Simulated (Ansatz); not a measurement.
# F2HInO: vertical ionisation energy

The task here is to estimate one member of a computed series from the others.

Computed with Ansatz 0.2.0, Gaussian basis. Level: unrestricted cation, the program's frozen cores in correlated methods.

Plan: UKS PBE-D4/def2-TZVPP; UKS r2SCAN-D4/def2-TZVPP; UKS PBE0-D4/def2-TZVPP; UKS B3LYP-D4/def2-TZVPP; UKS wB97X-V/def2-TZVPP; UKS wB97M-V/def2-TZVPP; UKS B2PLYP/def2-TZVPP; UHF-CCSD(T)/def2-TZVPP; UHF-MP2/def2-QZVPP; extrapolation to the limit; then −ε(HOMO) from the neutral's earlier runs with LDA (SPW92), PBE-D4, revPBE-D4, BLYP-D4, r2SCAN-D4, B97M-V, PBE0-D4, B3LYP-D4, r2SCANh-D4, r2SCAN0-D4, HSE06-D4, BHLYP-D4, CAM-B3LYP-D4, LC-ωPBE, ωB97X-V, ωB97M-V.

2 further runs of the same task are left out: 2 for a known fault of the program.

**The relaxed structure**

An earlier PBE0-D4 in a triple-zeta def2 set relaxation fixed the geometry. In takes the def2 core potential; no spin-orbit term is included.

SMILES `[OH][In]([F])[F]`, 5 atoms, charge 0, spin multiplicity 1.

Atoms are counted from 1 here; the program's logs count them from 0.

Bond lengths: O1–In2 1.954 Å, O1–H5 0.962 Å, In2–F3 1.922 Å, In2–F4 1.935 Å. Angles: In2–O1–H5 111.3°, O1–In2–F3 123.4°, O1–In2–F4 121.1°, F3–In2–F4 115.5°.

Set-up of the first run:

The input, in.yaml:

```yaml
crystal:
  periodic: [false, false, false]
  atoms:
    - {symbol: O, position_ang: [-0.018626, 1.509460, 0.063232]}
    - {symbol: In, position_ang: [0.213267, -0.430275, 0.116046]}
    - {symbol: F, position_ang: [1.617948, -1.301698, 1.096784]}
    - {symbol: F, position_ang: [-0.987965, -1.608062, -0.839309]}
    - {symbol: H, position_ang: [-0.774623, 1.756874, -0.478152]}
basis:
  gaussian: {orbitals: def2-TZVPP}
total_charge: 1
magnetization: {spin_polarized: true, initial_magnetization: 1}
hamiltonian: {xc: pbe, dispersion: d4}
```

On the command line:

```console
$ ansatz run in.yaml --threads 4 --pin off --events-out ev --progress --plain --max-ram 10444MiB
```

Among the steps run: Cation, UKS PBE-D4/def2-TZVPP; Cation, UKS r2SCAN-D4/def2-TZVPP; Cation, UKS PBE0-D4/def2-TZVPP; Cation, UKS B3LYP-D4/def2-TZVPP; Cation, UKS wB97X-V/def2-TZVPP; Cation, UKS wB97M-V/def2-TZVPP; Cation, UKS B2PLYP (frozen core)/def2-TZVPP; Cation, UHF-CCSD(T)/def2-TZVPP; Cation, UHF-MP2/def2-QZVPP.

One of the session's tables, all rows but one given; the rest of the session is left out.

It belongs to the step «Ionisation energies side by side». Orbital estimates, from the neutral's runs:

| functional | −ε(HOMO) (eV) |
| --- | --- |
| LDA (SPW92) | 8.22 |
| PBE-D4 | 7.93 |
| revPBE-D4 | 7.83 |
| BLYP-D4 | 7.87 |
| r2SCAN-D4 | 8.31 |
| B97M-V | 8.36 |
| PBE0-D4 | 9.66 |
| B3LYP-D4 | 9.41 |
| r2SCANh-D4 | 8.96 |
| r2SCAN0-D4 | 9.95 |
| HSE06-D4 | 9.25 |
| BHLYP-D4 | 11.36 |
| CAM-B3LYP-D4 | 11.22 |
| LC-ωPBE | 12.55 |
| ωB97X-V | 12.20 |
| ωB97M-V | ? |

Estimate the missing values for ωB97M-V.

As computed: −ε(HOMO) (eV): 12.15. In the column «−ε(HOMO) (eV)» it lies between BHLYP-D4 (11.36) and ωB97X-V (12.20).
